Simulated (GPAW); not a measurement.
# WSe2 (P6_3/mmc) in GPAW: further runs

The runs below take WSe2 through band structure, single point, with LDA, GLLB-SC, TB-mBJ.

Program: GPAW 26.7.0. These are calculated values, not measurements. Logs are shortened: lines on timing, memory, paths and dates and some standing lists are left out, and cuts for length are marked. The log counts tension as positive stress, the text compression.

**What was measured.**

From “Time-resolved XUV ARPES with tunable 24–33 eV laser pulses at 30 meV resolution”, 2019, pmc:6684652, for a bulk crystal of WSe2: band gap 1.3 eV (indirect).

The results are compared with them further down.

**1. Starting point**

Symmetry: P6_3/mmc, No. 194, hexagonal system. Conventional cell: a = 3.290 Å, b = 3.290 Å, c = 12.970 Å, α = 90.00°, β = 90.00°, γ = 120.00°. W (site symmetry -6m2) has 6 Se at 2.53 Å as nearest neighbours. Se (site symmetry 3m) is surrounded by 3 W at 2.53 Å.

**2. Band structure, LDA, spin-orbit coupling, no magnetisation**

run.py

```python
import numpy as np
from ase import Atoms
from ase.dft.bandgap import bandgap
from ase.io import write
from ase.units import GPa
from gpaw import GPAW, PW
from gpaw.spinorbit import soc_eigenstates

atoms = Atoms(['W', 'W', 'Se', 'Se', 'Se', 'Se'],
              cell=[[3.2899984505, 0.0, 0.0],
                    [-1.6449992252, 2.8492222365, 0.0],
                    [0.0, 0.0, 12.97]],
              scaled_positions=[[0.3333333333, 0.6666666667, 0.25],
                                [0.6666666667, 0.3333333333, 0.75],
                                [0.3333333333, 0.6666666667, 0.621],
                                [0.6666666667, 0.3333333333, 0.121],
                                [0.3333333333, 0.6666666667, 0.879],
                                [0.6666666667, 0.3333333333, 0.379]],
              pbc=True)

calc = GPAW(mode=PW(600),
            xc='LDA',
            kpts={'size': (6, 6, 2), 'gamma': True},
            occupations={'name': 'fermi-dirac', 'width': 0.05},
            nbands=46,
            convergence={'density': 1e-05, 'energy': 1e-05},
            maxiter=150,
            txt='gpaw.txt')
atoms.calc = calc
energy = atoms.get_potential_energy()
forces = atoms.get_forces()
stress = atoms.get_stress()
calc.write('gs.gpw')
write('result.traj', atoms)
print(f'Energy: {energy:.6f} eV')
print('Forces (eV/A):')
print(forces.round(4))
print('Stress (GPa):', (stress / GPa).round(3))
print('Fermi level:', round(calc.get_fermi_level(), 4), 'eV')
print(f'Gap: {bandgap(calc)[0]:.4f} eV, direct: {bandgap(calc, direct=True)[0]:.4f} eV')

path = atoms.cell.bandpath('GMKGALHA,LM,KH', npoints=100, eps=1e-4)
bs_calc = calc.fixed_density(kpts=path, symmetry='off', nbands=71,
                             convergence={'bands': 'CBM+6.0', 'eigenstates': 1e-6}, txt='bands.txt')
bs = bs_calc.band_structure()
bs.write('bs.json')
print(f'Gap on the path: {bandgap(bs_calc)[0]:.4f} eV')

soc = soc_eigenstates(bs_calc, theta=90, phi=45)
np.savetxt('soc_bands.dat', soc.eigenvalues(), fmt='%.4f')
mesh = soc_eigenstates('gs.gpw', theta=90, phi=45)
np.savetxt('soc_mesh.dat', mesh.eigenvalues(), fmt='%.4f')
print('Fermi level with spin-orbit coupling:', round(mesh.fermi_level, 4), 'eV')
```

Potentials or basis: the program's PAW data sets (release 1.2.1) made for this functional, pw.

Launch:

```bash
$ OMP_NUM_THREADS=1 python run.py
```

gpaw.txt:

```text
__  _  _
 | _ |_)|_||  |
 |__||  | ||/\| - 26.7.0

Input parameters:
  mode=PW(ecut=600.0),
  convergence={'density': 1e-05, 'energy': 1e-05},
  kpts=MonkhorstPack(size=(6, 6, 2), gamma=True),
  maxiter=150,
  nbands=46,
  occupations=Occupations(name='fermi-dirac', width=0.05),
  xc=XC(name='LDA')

Diagonalizing LCAO Hamiltonian
Converting LCAO to pw mode

        Se

           W

        Se

           Se

        W

           Se

Atoms  # Å, Bohr magnetons
|   | symbol |         x |        y |         z |    initial magnetic moments |
|---|--------|-----------|----------|-----------|-----------------------------|
| 0 |      W | -0.000000 | 1.899481 |  3.242500 | ( 0.0000,  0.0000,  0.0000) |
| 1 |      W |  1.644999 | 0.949741 |  9.727500 | ( 0.0000,  0.0000,  0.0000) |
| 2 |     Se | -0.000000 | 1.899481 |  8.054370 | ( 0.0000,  0.0000,  0.0000) |
| 3 |     Se |  1.644999 | 0.949741 |  1.569370 | ( 0.0000,  0.0000,  0.0000) |
| 4 |     Se | -0.000000 | 1.899481 | 11.400630 | ( 0.0000,  0.0000,  0.0000) |
| 5 |     Se |  1.644999 | 0.949741 |  4.915630 | ( 0.0000,  0.0000,  0.0000) |

Unit cell  # Å
| periodic |         x |        y |         z |   lengths |     angles |
|----------|-----------|----------|-----------|-----------|------------|
|      yes |  3.289998 | 0.000000 |  0.000000 |  3.289998 |  90.000000 |
|      yes | -1.644999 | 2.849222 |  0.000000 |  3.289998 |  90.000000 |
|      yes |  0.000000 | 0.000000 | 12.970000 | 12.970000 | 120.000000 |

Number of symmetries: 12
Symmetry operations  # r_c * U_cc + t_c -> r_c
|    | kind |            matrix            |
|----|------|------------------------------|
|  0 |  σ   |  1, 1, 0,  0,-1, 0,  0, 0, 1 |
|  1 |  S6  |  1, 1, 0, -1, 0, 0,  0, 0,-1 |
|  2 |  E   |  1, 0, 0,  0, 1, 0,  0, 0, 1 |
|  3 |  C2  |  1, 0, 0, -1,-1, 0,  0, 0,-1 |
|  4 |  C2  |  0, 1, 0,  1, 0, 0,  0, 0,-1 |
|  5 |  C3  |  0, 1, 0, -1,-1, 0,  0, 0, 1 |
|  6 |  S6  |  0,-1, 0,  1, 1, 0,  0, 0,-1 |
|  7 |  σ   |  0,-1, 0, -1, 0, 0,  0, 0, 1 |
|  8 |  σ   | -1, 0, 0,  1, 1, 0,  0, 0, 1 |
|  9 |  i   | -1, 0, 0,  0,-1, 0,  0, 0,-1 |
| 10 |  C3  | -1,-1, 0,  1, 0, 0,  0, 0, 1 |
| 11 |  C2  | -1,-1, 0,  0, 1, 0,  0, 0,-1 |

BZ-sampling:
  Number of BZ points: 72
  Number of IBZ points: 14

  Monkhorst-Pack size: [6, 6, 2]
  Monkhorst-Pack shift: [0.08333333333333333, 0.08333333333333333, 0.25]

K-points  # in reciprocal-cell coordinates
|     |                                coordinates |     weight |
|-----|--------------------------------------------|------------|
|   0 | (  0.00000000,   0.00000000,   0.00000000) | 0.01388889 |
|   1 | (  0.00000000,   0.00000000,   0.50000000) | 0.01388889 |
|   2 | (  0.16666667,   0.00000000,   0.00000000) | 0.08333333 |
|   3 | (  0.16666667,   0.00000000,   0.50000000) | 0.08333333 |
|   4 | (  0.33333333,  -0.16666667,   0.00000000) | 0.08333333 |
|   5 | (  0.33333333,  -0.16666667,   0.50000000) | 0.08333333 |
|   6 | (  0.33333333,   0.00000000,   0.00000000) | 0.08333333 |
|   7 | (  0.33333333,   0.00000000,   0.50000000) | 0.08333333 |
|   8 | (  0.33333333,   0.33333333,   0.00000000) | 0.02777778 |
|   9 | (  0.33333333,   0.33333333,   0.50000000) | 0.02777778 |
| ... |                                            |            |
|  13 | (  0.50000000,   0.50000000,   0.50000000) | 0.04166667 |

Plane wave coefficients: 4120
Cutoff: 600.0 eV

Spin-components: 1 (collinear spins)
Bands:           46
Projectors:      32
Spin-degeneracy: 2
Datatype:        complex128

Parallelization:
  kpt:    1
  domain: 1
  band:   1

Density:
  Valence electrons: 52.0
  Components: 1
  Grid points: [20 20 75]
  Charge: 0.0  # |e|

Potential:
  Grid points: [20 20 75]

species:
  W:
    name:    Tungsten
    Z:       74.0
    valence: 14
    core:    60
    charge:  0.0  # [|e|]
    compensation charges:
      type: gauss
      rc: 0.40  # [Å]
      lmax: 2
    cutoffs:
      filter: 2.36  # [Å]
      core: 3.02  # [Å]
    projectors
    | kind |    occ | energy [eV] | rcut [Å] |
    |------|--------|-------------|----------|
    |   5s |  2.000 |     -79.053 |    1.344 |
    |   6s |  2.000 |      -5.886 |    1.344 |
    |   5p |  6.000 |     -43.417 |    1.355 |
    |   6p |  0.000 |      -1.469 |    1.355 |
    |   5d |  4.000 |      -4.693 |    1.228 |
    |    d |        |      22.518 |    1.228 |

    Using partial waves for W as LCAO basis

  Se:
    name:    Selenium
    Z:       34.0
    valence: 6
    core:    28
    charge:  0.0  # [|e|]
    compensation charges:
      type: gauss
      rc: 0.27  # [Å]
      lmax: 2
    cutoffs:
      filter: 1.77  # [Å]
      core: 2.67  # [Å]
    projectors
    | kind |    occ | energy [eV] | rcut [Å] |
    |------|--------|-------------|----------|
    |   4s |  2.000 |     -17.472 |    0.847 |
    |   4p |  4.000 |      -6.656 |    1.005 |
    |    s |        |       9.739 |    0.847 |
    |    p |        |      20.555 |    1.005 |
    |    d |        |       0.000 |    0.847 |

    Using partial waves for Se as LCAO basis

Reference energy: -1141100.906990  # eV

eigensolver:
  PPCG
  Converge bands: occupied
  niter=2

density mixing:
  MSR1-Mixer
  Pratt-step length: 0.05
  Maximum mixing coefficient: 0.75
  Old densities: 10
  SVD Regularization: 0.005
  Good broyden scale: 1.0
  Trust region scale: 1.0
  Backstep threshold: 4.0
  History deletion threshold: 6.0
  Fourier metric: weight=20.0, sigma=0.015

occupation numbers:
  Fermi-Dirac:
    width: 0.0500  # eV

poisson solver:
  ecut: 4800.0  # eV

xc functional:
  name: None

convergence criteria:
- Maximum integral of absolute [dens]ity change: 1e-05 electrons / valence electron
- Maximum [total energy] change in last 3 cyles: 1e-05 eV / valence electron
- Maximum integral of absolute [eigenst]ate change: 4e-08 eV^2 / valence electron
maximum number of iterations: 150

SCF iterations
|iter     | |      energy | eigst |  dens |
|---------|-|-------------|-------|-------|
|iter:   1| |  -46.210445 | +0.27 |       |
|iter:   2| |  -46.321741 | -1.97 | -1.27 |
|iter:   3| |-36589645.485052 | +7.41 | -1.27 |
|iter:   4| | -453.494361 | +2.96 | +2.29 |
|iter:   5| |  -38.882337 | +1.81 | -0.45 |
|iter:   6| |  -46.773798 | -0.20 | -0.97 |
|iter:   7| |  -46.051993 | -1.82 | -1.26 |
|iter:   8| |  -46.086385 | -2.40 | -1.55 |
|iter:   9| |  -45.975495 | -2.51 | -1.67 |
|iter:  10| |  -45.905713 | -3.54 | -1.65 |
|iter:  11| |  -45.868423 | -3.34 | -1.89 |
|iter:  12| |  -45.866747 | -4.62 | -2.56 |
|iter:  13| |  -45.866651 | -6.24 | -3.20 |
|iter:  14| |  -45.866631c| -6.85 | -3.55 |
|iter:  15| |  -45.866627c| -7.38 | -3.96 |
|iter:  16| |  -45.866627c| -8.04c| -4.73 |
|iter:  17| |  -45.866627c| -8.57c| -5.85c|

Converged in 17 steps
Energy contributions relative to reference atoms: (reference = -1141100.906990)

Energy contributions:
  Kinetic:          37.843964
  Coulomb:         -39.368471
  Zero:             -0.119356
  External:          0.000000
  Xc:              -44.222759
  Entropy:          -0.000008
  Spinorbit:         0.000000
  ----------------------------
  Free energy:     -45.866631
  Extrapolated:    -45.866627

dipole moment: (0.000028, 0.000048, 0.000221)  # |e|*Ang

Fermi level: 8.798
Eigenvalues  # (at kpt = [0.000, 0.000, 0.000])
| band index |      eig [eV] | occ [0-2] |
|------------|---------------|-----------|
|          0 |       -65.712 |     2.000 |
|        ... |               |           |
|         18 |         5.721 |     2.000 |
|         19 |         6.820 |     2.000 |
|         20 |         6.820 |     2.000 |
|         21 |         6.875 |     2.000 |
|         22 |         6.875 |     2.000 |
|         23 |         7.252 |     2.000 |
|         24 |         7.349 |     2.000 |
|         25 |         8.385 |     1.999 |
|         26 |        11.005 |     0.000 |
|         27 |        11.005 |     0.000 |
|         28 |        11.055 |     0.000 |
|         29 |        11.055 |     0.000 |
|         30 |        11.102 |     0.000 |
|         31 |        11.102 |     0.000 |
|         32 |        11.312 |     0.000 |
|         33 |        11.312 |     0.000 |
|        ... |               |           |
|         45 |        20.433 |     0.000 |

Gap: 0.913 eV
Transition (v -> c):
  (s=0, k=0, n=25, [0.00, 0.00, 0.00]) -> (s=0, k=4, n=26, [0.33, -0.17, 0.00])
Direct/indirect transitions are different
Direct gap: 1.510 eV
Transition at: (s=0, k=8, n=25, [0.33, 0.33, 0.00])

Forces  # eV/Ang
|        x |        y |        z |
|----------|----------|----------|
| -0.00000 |  0.00000 |  0.00001 |  # W    0
|  0.00000 | -0.00000 | -0.00001 |  # W    1
|  0.00000 |  0.00000 |  0.38300 |  # Se   2
|  0.00000 |  0.00000 |  0.38302 |  # Se   3
|  0.00000 | -0.00000 | -0.38302 |  # Se   4
| -0.00000 |  0.00000 | -0.38300 |  # Se   5

Stress tensor  # eV/Ang^3
|         x |         y |         z |
|-----------|-----------|-----------|
|  0.027192 | -0.000000 |  0.000000 |
| -0.000000 |  0.027192 | -0.000000 |
|  0.000000 | -0.000000 |  0.025113 |

# Writing to gs.gpw (mode='')
```

It took 11 min on 1 thread of AMD EPYC, shared host; peak memory 0.94 GiB.

Results:

```
Free energy             : -45.8666 eV
Pressure                : -4.2 GPa
Largest force           : 0.383 eV/Å
Band gap on the k mesh  : 0.84 eV, indirect (least direct gap 1.26 eV)
Band gap along the path : 0.81 eV, indirect (least direct gap 1.26 eV)
```

Forces in eV/Å, atoms in the order of the input:
```
W    0.000  0.000  0.000
W    0.000  0.000  0.000
Se   0.000  0.000  0.383
Se   0.000  0.000  0.383
Se   0.000  0.000 -0.383
Se   0.000  0.000 -0.383
```

Levels at the corners of the path, in eV from the valence-band top:
```tsv
point	band 50	band 51	band 52	band 53	band 54	band 55
Γ	-1.07	0.00	0.00	2.37	2.37	2.43
M	-1.16	-1.03	-1.03	1.89	1.89	1.92
K	-0.67	-0.12	-0.12	1.14	1.14	1.21
Γ	-1.07	0.00	0.00	2.37	2.37	2.43
A	-0.22	-0.22	-0.22	2.39	2.39	2.39
L	-1.11	-1.11	-1.11	1.91	1.91	1.91
H	-0.65	-0.18	-0.18	1.16	1.16	1.20
A	-0.22	-0.22	-0.22	2.39	2.39	2.39
L	-1.11	-1.11	-1.11	1.91	1.91	1.91
M	-1.16	-1.03	-1.03	1.89	1.89	1.92
K	-0.67	-0.12	-0.12	1.14	1.14	1.21
H	-0.65	-0.18	-0.18	1.16	1.16	1.20
```

Caveat: spin-orbit coupling was added after a scalar SCF, so levels and gaps hold it while energy, forces, pressure and moments don't; this program's spin-orbit splittings come out too wide for heavy elements.

**3. Single point, GLLB-SC**

run.py

```python
from ase import Atoms
from ase.dft.bandgap import bandgap
from ase.io import write
from gpaw import GPAW, PW

atoms = Atoms(['W', 'W', 'Se', 'Se', 'Se', 'Se'],
              cell=[[3.2899984505, 0.0, 0.0],
                    [-1.6449992252, 2.8492222365, 0.0],
                    [0.0, 0.0, 12.97]],
              scaled_positions=[[0.3333333333, 0.6666666667, 0.25],
                                [0.6666666667, 0.3333333333, 0.75],
                                [0.3333333333, 0.6666666667, 0.621],
                                [0.6666666667, 0.3333333333, 0.121],
                                [0.3333333333, 0.6666666667, 0.879],
                                [0.6666666667, 0.3333333333, 0.379]],
              pbc=True)

calc = GPAW(mode=PW(600),
            xc='GLLBSC',
            kpts={'size': (6, 6, 2), 'gamma': True},
            occupations={'name': 'fermi-dirac', 'width': 0.05},
            nbands=46,
            convergence={'density': 1e-05, 'energy': 1e-05},
            maxiter=150,
            txt='gpaw.txt')
atoms.calc = calc
energy = atoms.get_potential_energy()
calc.write('gs.gpw')
write('result.traj', atoms)
print('Fermi level:', round(calc.get_fermi_level(), 4), 'eV')
print(f'Gap: {bandgap(calc)[0]:.4f} eV, direct: {bandgap(calc, direct=True)[0]:.4f} eV')
```

Potentials or basis: the program's PAW data sets (release 1.2.1) made for this functional, pw.

Launch:

```bash
$ OMP_NUM_THREADS=1 python run.py
```

gpaw.txt:

```text
___ ___ ___ _ _ _
 |   |   |_  | | | |
 | | | | | . | | | |
 |__ |  _|___|_____|  26.7.0
 |___|_|

Input parameters:
  convergence: {density: 1e-05,
                energy: 1e-05}
  kpts: {gamma: True,
         size: (6, 6, 2)}
  maxiter: 150
  mode: {ecut: 600.0,
         name: pw}
  nbands: 46
  occupations: {name: fermi-dirac,
                width: 0.05}
  xc: GLLBSC

System changes: positions, numbers, cell, pbc, initial_charges, initial_magmoms

Initialize ...

species:
  W:
    name:    Tungsten
    Z:       74.0
    valence: 14
    core:    60
    charge:  0.0  # [|e|]
    compensation charges:
      type: gauss
      rc: 0.40  # [Å]
      lmax: 2
    cutoffs:
      filter: 2.36  # [Å]
      core: 2.96  # [Å]
    projectors
    | kind |    occ | energy [eV] | rcut [Å] |
    |------|--------|-------------|----------|
    |   5s |  2.000 |     -80.556 |    1.344 |
    |   6s |  2.000 |      -7.659 |    1.344 |
    |   5p |  6.000 |     -44.785 |    1.355 |
    |   6p |  0.000 |      -2.636 |    1.355 |
    |   5d |  4.000 |      -6.179 |    1.228 |
    |    d |        |      21.032 |    1.228 |

    Using partial waves for W as LCAO basis

  Se:
    name:    Selenium
    Z:       34.0
    valence: 6
    core:    28
    charge:  0.0  # [|e|]
    compensation charges:
      type: gauss
      rc: 0.27  # [Å]
      lmax: 2
    cutoffs:
      filter: 1.77  # [Å]
      core: 2.61  # [Å]
    projectors
    | kind |    occ | energy [eV] | rcut [Å] |
[... 99 lines left out ...]

Density initialized from atomic densities
Creating initial wave functions:
  42 bands from LCAO basis set
  4 bands from random numbers

        Se

           W

        Se

           Se

        W

           Se

Atomic positions and initial magnetic moments

Positions:
   0 W     -0.000000    1.899481    3.242500    ( 0.0000,  0.0000,  0.0000)
   1 W      1.644999    0.949741    9.727500    ( 0.0000,  0.0000,  0.0000)
   2 Se    -0.000000    1.899481    8.054370    ( 0.0000,  0.0000,  0.0000)
   3 Se     1.644999    0.949741    1.569370    ( 0.0000,  0.0000,  0.0000)
   4 Se    -0.000000    1.899481   11.400630    ( 0.0000,  0.0000,  0.0000)
   5 Se     1.644999    0.949741    4.915630    ( 0.0000,  0.0000,  0.0000)

Unit cell:
           periodic     x           y           z      points  spacing
  1. axis:    yes    3.289998    0.000000    0.000000    20     0.1425
  2. axis:    yes   -1.644999    2.849222    0.000000    20     0.1425
  3. axis:    yes    0.000000    0.000000   12.970000    75     0.1729

  Lengths:   3.289998   3.289998  12.970000
  Angles:   90.000000  90.000000 120.000000

Effective grid spacing dv^(1/3) = 0.1594

iter:   1   -45.605351
iter:   2   -46.111590   -0.98  -1.23
iter:   3   -45.082054   -2.10  -1.22
iter:   4   -43.780857   -1.99  -1.38
iter:   5   -43.762322   -2.85  -1.50
iter:   6   -43.780059   -2.62  -1.52
iter:   7   -43.574341   -3.34  -1.98
iter:   8   -43.586074   -4.54  -1.87
iter:   9   -43.608838   -3.70  -1.92
iter:  10   -43.643734   -3.98  -2.09
iter:  11   -43.669564   -4.47  -2.31
iter:  12   -43.723148   -3.94  -2.50
iter:  13   -43.717355   -5.42  -3.33
iter:  14   -43.717579   -6.39  -3.66
iter:  15   -43.716489   -7.30  -4.23
iter:  16   -43.715659   -7.73c -4.32
iter:  17   -43.715547   -8.48c -4.59
iter:  18   -43.715625c  -8.90c -4.89
iter:  19   -43.715581c  -9.73c -5.64c

Converged after 19 iterations.

Dipole moment: (-0.000000, -0.000000, -0.000000) |e|*Ang

Energy contributions relative to reference atoms: (reference = -1141520.363124)

Kinetic:       +164.793735
Potential:     -160.674200
External:        +0.000000
XC:             -48.851072
Entropy (-ST):   -0.000002
Local:           +1.015957
SIC:             +0.000000
--------------------------
Free energy:    -43.715582
Extrapolated:   -43.715581

GLLBSC response reference energy: 7.77243 eV (from HOMO)

Showing only first 2 kpts
 Kpt  Band  Eigenvalues  Occupancy
  0    24      6.71464    2.00000
  0    25      7.77248    1.99992
  0    26     10.50888    0.00000
  0    27     10.50888    0.00000

  1    24      7.55893    2.00000
  1    25      7.55899    2.00000
  1    26     10.51021    0.00000
  1    27     10.51021    0.00000

Fermi level: 8.27790

Gap: 1.092 eV
Transition (v -> c):
  (s=0, k=0, n=25, [0.00, 0.00, 0.00]) -> (s=0, k=4, n=26, [0.33, -0.17, 0.00])
Direct/indirect transitions are different
Direct gap: 1.503 eV
Transition at: (s=0, k=8, n=25, [0.33, 0.33, 0.00])
Writing to gs.gpw (mode='')
```

stdout:

```text
Fermi level: 8.2779 eV
Gap: 1.0921 eV, direct: 1.5032 eV
```

Wall time 2.1 min (1 thread of AMD EPYC, shared host); peak memory 0.26 GiB.

What came out:

```yaml
Band_gap_on_the_k_mesh_Kohn-Sham_part_alone: 1.09 eV, indirect (least direct gap 1.50 eV)
```

Levels at points of the mesh, in eV from the valence-band top:
| k point | band 24 | band 25 | band 26 | band 27 | band 28 | band 29 |
| --- | --- | --- | --- | --- | --- | --- |
| (0.00, 0.00, 0.00) | -1.07 | -1.06 | 0.00 | 2.74 | 2.74 | 2.79 |
| (0.00, 0.00, 0.50) | -1.46 | -0.21 | -0.21 | 2.74 | 2.74 | 2.74 |
| (0.50, 0.50, 0.00) | -1.32 | -1.27 | -1.08 | 2.22 | 2.26 | 2.40 |
| (0.50, 0.50, 0.50) | -1.33 | -1.20 | -1.20 | 2.24 | 2.24 | 2.59 |

Caveat: a model potential gives levels but no total energy; spin-orbit coupling is left out, which moves the levels of the heavy elements.

(Part 1 of 2 ends here.)
